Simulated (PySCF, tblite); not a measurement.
# C₄H₉FO₂Si₂: geometry, infrared bands and NMR shifts

Aim: predict the infrared bands and NMR shifts of C₄H₉FO₂Si₂ (`C=CC[C@@H]1O[Si@@H](F)O[SiH2]1`).

The runs use tblite 0.8.0 and PySCF 2.14.0, with density-fitted response routines of our own; the level of theory stands in each step. All values are computed, except where a source is named. Atoms count from 0, in the outputs and in this text.

### 1 Starting geometry

18 atoms, charge 0, multiplicity 1; geometry from: force field or distance geometry start.

Bonds of the start (Å): C0–C1 1.35, C1–C2 1.50, C2–C3 1.51, C3–O4 1.40, O4–Si5 1.73, Si5–F6 1.70, Si5–O7 1.73, O7–Si8 1.72, Si8–C3 1.85, C0–H9 1.08, C0–H10 1.08, C1–H11 1.08, C2–H12 1.10, C2–H13 1.10, C3–H14 1.11, Si5–H15 1.47, Si8–H16 1.46, Si8–H17 1.46.

### 2 Relaxing the molecule with GFN2-xTB

What the job is given:

```
{"job": {"kind": "relax", "xc": "GFN2-xTB", "basis": "xTB"}, "charge": 0, "multiplicity": 1}
C      2.793800    -0.012200    -0.989300
C      1.905600     0.534700    -0.136300
C      0.958800    -0.357600     0.605800
C     -0.427200     0.095700     0.224800
O     -1.456800    -0.633400     0.833600
Si    -2.892700    -0.123500     0.009600
F     -3.473100     1.329500     0.684400
O     -2.434100     0.116400    -1.643200
Si    -0.726200    -0.037200    -1.594100
H      3.493000     0.603000    -1.530300
H      2.819800    -1.078000    -1.181100
H      1.915600     1.604000     0.026100
H      1.126300    -1.382500     0.247200
H      1.142700    -0.331600     1.689700
H     -0.560000     1.157200     0.526700
H     -3.873100    -1.208500     0.098300
H     -0.026200     1.048500    -2.279200
H     -0.295100    -1.318200    -2.133600
```

The run is started by

```sh
OMP_NUM_THREADS=1 python probes_run.py task.json out
```

This one command runs all jobs of the session in turn.

**Question.** This job is followed by: GFN2-xTB harmonic vibrations, gas phase; GIAO PBE0/pcSseg-1 NMR shielding, non-relativistic, gas phase. What will the session give for the following? strongest single infrared mode (GFN2-xTB); zero-point energy (GFN2-xTB); 13C shifts against TMS (PBE0/pcSseg-1); 1H shifts against TMS (PBE0/pcSseg-1); 17O shifts against H2O (PBE0/pcSseg-1); 29Si shifts against TMS (PBE0/pcSseg-1); 19F shifts against CFCl3 (PBE0/pcSseg-1); surface potential, 1st and 99th percentile.

The runs gave:

```
                                 quantity                                                     value
strongest single infrared mode (GFN2-xTB)                                     2331 cm⁻¹, 337 km/mol
             zero-point energy (GFN2-xTB)                                             78.1 kcal/mol
   13C shifts against TMS (PBE0/pcSseg-1)                              140.4, 127.5, 68.7, 47.1 ppm
    1H shifts against TMS (PBE0/pcSseg-1)  5.82, 5.56, 5.43, 5.04, 4.86, 4.51, 4.22, 3.22, 2.07 ppm
   17O shifts against H2O (PBE0/pcSseg-1)                                            78.1, 66.6 ppm
  29Si shifts against TMS (PBE0/pcSseg-1)                                          -16.8, -43.5 ppm
 19F shifts against CFCl3 (PBE0/pcSseg-1)                                                -138.9 ppm
    surface potential, 1st and 99th percentile                                        -1.12 V and 1.54 V
```

What this shows: Relaxing lowered the energy by 1.218 eV in 121 steps; the close pair that moved most is O4–Si5, from 1.732 to 1.610 Å. No mode is imaginary among the 48: a minimum at this level. The strongest single mode, at 2331 cm⁻¹, moves mainly H16. GFN2-xTB is a fitted tight-binding method: band positions and strengths are rough. Its intensities can rank the bands wrongly. C1 (alkene CH) lies farthest downfield among carbon, at 140.4 ppm; an sp2 carbon of a C=C bond. H11 (hydrogen on an alkene CH) lies farthest downfield among hydrogen, at 5.82 ppm; attached to an sp2 carbon and in the plane of the double bond. At PBE0/pcSseg-1: The widest tensor belongs to C1: span 236 ppm, with a paramagnetic part of -212 ppm. By nearest atom (PBE0/pcSseg-1), the HOMO sits on C0, C1 about 27 % each; C3 9 % and the LUMO on C0, C1 about 18 % each; Si8 11 %.
